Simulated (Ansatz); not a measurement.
# HfB (rocksalt): exact exchange against the cheap answer

How far do hybrid functionals move HfB (rocksalt) from its cheap description, and at what price?

Program: Ansatz 0.2.0. Level of theory: DFT at several levels, plane waves, PAW. These are calculated values, not measurements.

## (1) The starting structure

It takes space group Fm-3m (No. 225, cubic). Conventional cell: a = 4.620 Å, b = 4.620 Å, c = 4.620 Å, α = 90.00°, β = 90.00°, γ = 90.00°. Hf (site symmetry m-3m) has 6 B at 2.31 Å in its first shell of neighbours. B (site symmetry m-3m) has 6 Hf at 2.31 Å in its first shell of neighbours.

Coordinates:

```cif
data_structure
_symmetry_space_group_name_H-M 'P 1'
_symmetry_Int_Tables_number 1
_cell_length_a 3.2668
_cell_length_b 3.2668
_cell_length_c 3.2668
_cell_angle_alpha 60.000
_cell_angle_beta 60.000
_cell_angle_gamma 60.000
_cell_volume 24.65
loop_
_atom_site_label
_atom_site_type_symbol
_atom_site_fract_x
_atom_site_fract_y
_atom_site_fract_z
_atom_site_occupancy
Hf1 Hf 0.50000 0.50000 0.50000 1
B1 B 0.00000 0.00000 0.00000 1
```

At PBE, an earlier run found 29.89 GPa for this cell of 12.326 Å³/atom (8×8×8 mesh), a metal on this mesh. The cell is compressed at this level.

The cell stays fixed from here on.

Levels to run, all on a 6×6×6 mesh: PBE; PBE0 + D4; HSE06 + D3(BJ); PBE0 form (fraction 0.5); HSE06 form (fraction 0.15). Hardware: 4 threads of Arm Neoverse V1, shared host.

## (2) PBE

input.yaml reads:

```yaml
crystal:
  lattice:
    - [0.0, 2.3100005622, 2.3100005622]
    - [2.3100005622, 0.0, 2.3100005622]
    - [2.3100005622, 2.3100005622, 0.0]
  atoms:
    - { symbol: Hf, position: [0.5, 0.5, 0.5] }
    - { symbol: B, position: [0.0, 0.0, 0.0] }
basis:
  ecutwfc: 420
  ecutrho_ratio: 4
kpoints:
  mp_grid: { grid: [6, 6, 6] }
hamiltonian:
  xc: pbe
scf:
  occupations: { method: gaussian, width: 0.05 }
output:
  forces: true
  stress: true
  eigenvalues: true
  populations: true
  write_density: true
  write_potential: true
  elf: true
  volumetric_format: npy
```

Launch:

```console
ansatz run input.yaml --threads 4 --pin off --max-ram 8192MiB --backend cpu --events-out ev --progress --plain --runs-dir out
```

The runs that follow: PBE0 + D4; HSE06 + D3(BJ); PBE0 form (fraction 0.5); HSE06 form (fraction 0.15).

What does the calculation give? Wanted: for each run, exact exchange; change of gap; pressure.

As calculated:

| level | exact exchange | gap on the mesh (eV) | change of gap (eV) | pressure (GPa) | wall time | CPU time |
| --- | --- | --- | --- | --- | --- | --- |
| PBE | 0.00 | metal | 0 | 29.8 | 0.45 s | 1.2 s |
| PBE0 + D4 | 0.25 | metal | 0 | 25.1 | 10 s | 34 s |
| HSE06 + D3(BJ) | 0.25 | metal | 0 | 22.1 | 11 s | 34 s |
| PBE0 form (fraction 0.5) | 0.50 | metal | 0 | 29.4 | 12 s | 39 s |
| HSE06 form (fraction 0.15) | 0.15 | metal | 0 | 29.7 | 9.7 s | 32 s |

Changes count from PBE. Times are on 4 threads of Arm Neoverse V1, shared host; the hybrid runs also made densities of states.

Every hybrid shown leaves the cell metallic on this mesh. The pressure spans 22.1 to 29.8 GPa, negative where a level wants a smaller cell on this coarse mesh, whose own error is in all of them. Levels with a dispersion term owe part of their pull to it. «metal» means no gap on the mesh; bands that overlap can still move apart without opening one. The median run with exact exchange took 30 times the CPU time of the cheap one. Gaps are over this coarse mesh alone, and total energies of different levels can't be compared. Spin–orbit coupling is left out, though the cell holds Hf; in elements this heavy it can shift levels and gaps by tenths of an eV. The program warned that the SCF threshold is loose for the stress of this hybrid run. For a metal under a hybrid functional this mesh is coarse.
